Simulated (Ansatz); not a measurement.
# One shape, several levels: BCl2F (dichlorofluoroborane)

Wanted: a comparison of 6 runs (r2SCAN0/STO-3G, revPBE/STO-3G, wB97M-V/STO-3G, UMP2/STO-3G, CCSD/STO-3G, FCI/STO-3G) of BCl2F (dichlorofluoroborane). 

The results are computed with Ansatz 0.2.0.

67 further runs of the same task are left out: 4 that didn't finish, 63 set aside as unsound or not needed.

### 1 The system as given

BCl2F: 4 atoms, total charge 0, spin state singlet. As SMILES, `FB(Cl)Cl`. The B2–F1 distance was set to 1.965 Å, away from the relaxed value.

Bond lengths: B2–Cl3 1.739 Å, B2–Cl4 1.739 Å. Angles: Cl3–B2–Cl4 121.5°. A long bond or contact: F1–B2 1.965 Å.

### 2 The energy at r2SCAN0/STO-3G (run 1)

File input.yaml:

```yaml
crystal:
  periodic: [false, false, false]
  atoms:
    - {symbol: F, position_ang: [0.167598, -1.707650, -1.144748]}
    - {symbol: B, position_ang: [0.007910, -0.080610, -0.054040]}
    - {symbol: Cl, position_ang: [-1.549540, 0.373780, 0.571420]}
    - {symbol: Cl, position_ang: [1.427260, 0.872140, 0.263810]}
basis:
  gaussian:
    orbitals: STO-3G
hamiltonian:
  xc: {name: r2SCAN0}
accuracy: high
```

Command:

```console
$ ansatz run input.yaml --threads 1 --pin off --max-ram 3480MiB --events-out events.jsonl --progress --plain --runs-dir runs
```

What it wrote:

```text
Warning: RAYON_NUM_THREADS=1 ignored (pool sized by the plan → 1); use --threads N
Functional definition: r2SCAN0
  name "r2SCAN0"
  parameter a = 0.25
  parameter k0 = 0.174
  parameter k1 = 0.065
  parameter a1 = 4.9479
  exchange = (1 - a)*r2scan_x(k0 = k0, k1 = k1, a1 = a1) + a*exact_x
  correlation = r2scan_c
516 factors; integrals over basis functions are off by at most 2.9e-8 eV
mean field evaluation 1: about -28110.9831 eV, gradient 3.3e1 eV
mean field evaluation 2: about -28015.6624 eV, gradient 1.5e2 eV
mean field evaluation 4: about -28116.3786 eV, gradient 3.0e0 eV
mean field evaluation 8: about -28116.3933 eV, gradient 2.1e-2 eV
mean field evaluation 16: about -28116.3933 eV, gradient 1.6e-7 eV
mean field -28116.39328970 eV, -1033.2583954206 hartree, gradient 7.2e-9 eV, S^2 0.000000; 0 other end points of the search recorded, 0 dependent functions left out
reference -28116.39328990 eV, -1033.2583954279 hartree; 24, 24 occupied and 4, 4 virtual orbitals, 516 factors
Total energy: -28116.39328990 eV, -1033.2583954279 hartree
```

Wall time 4.2 s (1 thread of Arm Neoverse V1, shared host); peak memory 0.15 GiB.

### 3 The energy at revPBE/STO-3G (run 2)

File job.yaml:

```yaml
crystal:
  periodic: [false, false, false]
  atoms:
    - {symbol: F, position_ang: [0.167598, -1.707650, -1.144748]}
    - {symbol: B, position_ang: [0.007910, -0.080610, -0.054040]}
    - {symbol: Cl, position_ang: [-1.549540, 0.373780, 0.571420]}
    - {symbol: Cl, position_ang: [1.427260, 0.872140, 0.263810]}
basis:
  gaussian:
    orbitals: STO-3G
hamiltonian:
  xc: {name: revPBE}
accuracy: high
```

Command:

```console
$ ansatz run job.yaml --threads 1 --pin off --max-ram 3480MiB --events-out events.jsonl --progress --plain --runs-dir runs
```

What it wrote:

```text
Warning: RAYON_NUM_THREADS=1 ignored (pool sized by the plan → 1); use --threads N
Functional definition: revPBE
  name "revPBE"
  parameter kappa = 1.245
  parameter beta = 0.06672455060314922
  exchange = pbe_x(kappa = kappa, mu = beta*pi^2/3)
  correlation = pbe_c(beta = beta)
516 factors; integrals over basis functions are off by at most 2.9e-8 eV
mean field evaluation 1: about -28108.9563 eV, gradient 3.0e1 eV
mean field evaluation 2: about -27987.8969 eV, gradient 1.7e2 eV
mean field evaluation 4: about -28110.9754 eV, gradient 2.2e1 eV
mean field evaluation 8: about -28112.4736 eV, gradient 1.7e-1 eV
mean field evaluation 16: about -28112.4738 eV, gradient 3.9e-7 eV
mean field -28112.47377086 eV, -1033.1143557599 hartree, gradient 1.1e-8 eV, S^2 0.000000; 0 other end points of the search recorded, 0 dependent functions left out
reference -28112.47377272 eV, -1033.1143558282 hartree; 24, 24 occupied and 4, 4 virtual orbitals, 516 factors
Total energy: -28112.47377272 eV, -1033.1143558282 hartree
```

It took 1.6 s on 1 thread of Arm Neoverse V1, shared host; peak memory 0.1 GiB.

Runs 3 to 4 aren't shown in full; the table further down has their settings and results.

### 4 The energy at CCSD/STO-3G (run 5)

File molecule.yaml:

```yaml
crystal:
  periodic: [false, false, false]
  atoms:
    - {symbol: F, position_ang: [0.167598, -1.707650, -1.144748]}
    - {symbol: B, position_ang: [0.007910, -0.080610, -0.054040]}
    - {symbol: Cl, position_ang: [-1.549540, 0.373780, 0.571420]}
    - {symbol: Cl, position_ang: [1.427260, 0.872140, 0.263810]}
basis:
  gaussian:
    orbitals: STO-3G
correlation:
  method: ccsd
  frozen_orbitals: {B: 1, Cl: 5, F: 1}
accuracy: high
scf:
  omitted_lower_state_checks: [cluster_reference, increment]
```

Command:

```console
$ ansatz run molecule.yaml --threads 1 --pin off --max-ram 3480MiB --events-out events.jsonl --progress --plain --runs-dir runs
```

What it wrote, cut to the lines that bear on the results:

```text
Warning: RAYON_NUM_THREADS=1 ignored (pool sized by the plan → 1); use --threads N
Functional definition: HF
  name "HF"
[...]
516 factors; integrals over basis functions are off by at most 2.9e-8 eV
[...]
mean field -28069.13236152 eV, -1031.5215883444 hartree, gradient 1.5e-8 eV, S^2 0.000000; 0 other end points of the search recorded, 0 dependent functions left out; unrestricted orbitals would lower it
12 core orbitals not correlated: weight in the atoms' cores, before any rotation towards them, 1.000 or more for the frozen orbitals, at most 0.000 for the correlated occupied ones
reference -28069.13236152 eV, -1031.5215883444 hartree; 12, 12 occupied and 4, 4 virtual orbitals, 516 factors
second order -2.66513730 eV of doubles, -0.00000000 eV of singles
cycle   1  -3.12351453 eV  change   -4.6e-1 eV  update   1.1e-1
[...]
cycle  24  -3.59372085 eV  change   -2.2e-9 eV  update  7.5e-10
Total energy: -28072.72608237 eV, -1031.6536551498 hartree
Checks for a lower state left out: cluster_reference, increment
```

Run time: 0.34 s. Hardware: 1 thread of Arm Neoverse V1, shared host.

### 5 The energy at FCI/STO-3G (run 6)

File job.yaml:

```yaml
crystal:
  periodic: [false, false, false]
  atoms:
    - symbol: F
      position_ang: [0.167598, -1.707650, -1.144748]
    - symbol: B
      position_ang: [0.007910, -0.080610, -0.054040]
    - symbol: Cl
      position_ang: [-1.549540, 0.373780, 0.571420]
    - symbol: Cl
      position_ang: [1.427260, 0.872140, 0.263810]
basis:
  gaussian: {orbitals: STO-3G}
correlation: {method: fci, frozen_orbitals: {B: 1, Cl: 5, F: 1}}
accuracy: high
```

Command:

```console
$ ansatz run job.yaml --threads 1 --pin off --max-ram 3480MiB --events-out events.jsonl --progress --plain --runs-dir runs
```

What it wrote:

```text
Warning: RAYON_NUM_THREADS=1 ignored (pool sized by the plan → 1); use --threads N
[... 2 set-up lines as earlier in the session ...]
  exchange = exact_x
  correlation = 0
516 factors; integrals over basis functions are off by at most 2.9e-8 eV
mean field evaluation 1: about -28061.5577 eV, gradient 3.5e1 eV
mean field evaluation 2: about -28061.5937 eV, gradient 3.5e1 eV
mean field evaluation 4: about -28068.9276 eV, gradient 4.3e0 eV
mean field evaluation 8: about -28069.1323 eV, gradient 9.4e-2 eV
mean field -28069.13236152 eV, -1031.5215883444 hartree, gradient 1.5e-8 eV, S^2 0.000000; 0 other end points of the search recorded, 0 dependent functions left out; unrestricted orbitals would lower it
mean field evaluation 16: about -28069.4766 eV, gradient 1.1e1 eV
12 core orbitals not correlated: weight in the atoms' cores, before any rotation towards them, 1.000 or more for the frozen orbitals, at most 0.000 for the correlated occupied ones
reference -28069.13236152 eV, -1031.5215883444 hartree; 12, 12 occupied and 4, 4 virtual orbitals, 516 factors
state -28072.93453773 eV, -1031.6613157433 hartree
Total energy: -28072.93453773 eV, -1031.6613157433 hartree
```

Run time: 16 s. Hardware: 1 thread of Arm Neoverse V1, shared host; peak memory 0.31 GiB.

### 6 Overview of the runs

```
run           level  frozen core orbitals   energy (Eh)  wall time
  1  r2SCAN0/STO-3G                     –  -1033.258395      4.2 s
  2   revPBE/STO-3G                     –  -1033.114356      1.6 s
  3  wB97M-V/STO-3G                     –  -1033.397796       26 s
  4     UMP2/STO-3G                    12  -1031.602557     0.89 s
  5     CCSD/STO-3G                    12  -1031.653655     0.34 s
  6      FCI/STO-3G                    12  -1031.661316       16 s
```

### 7 What came out

| quantity | value |
| --- | --- |
| run 6: total energy | -1031.66132 Eh |
| run 6: correlation energy (12 core orbitals frozen) | -139.7 mEh |

**Reading.** Against full CI in this basis: UMP2 +58.8 mEh; CCSD +7.7 mEh. Totals of different functionals can't be ranked against each other. In run 5 the log says that unrestricted orbitals would lower the reference, so the values rest on an unstable closed-shell determinant (other closed-shell runs at this shape may share the fault). In runs 1, 2, 3, 4, 5, 6 the basis is minimal, so the values are rough. Spin contamination of the reference: run 4 ⟨S²⟩ = 0.59. All runs together took 48 s, the longest 26 s.
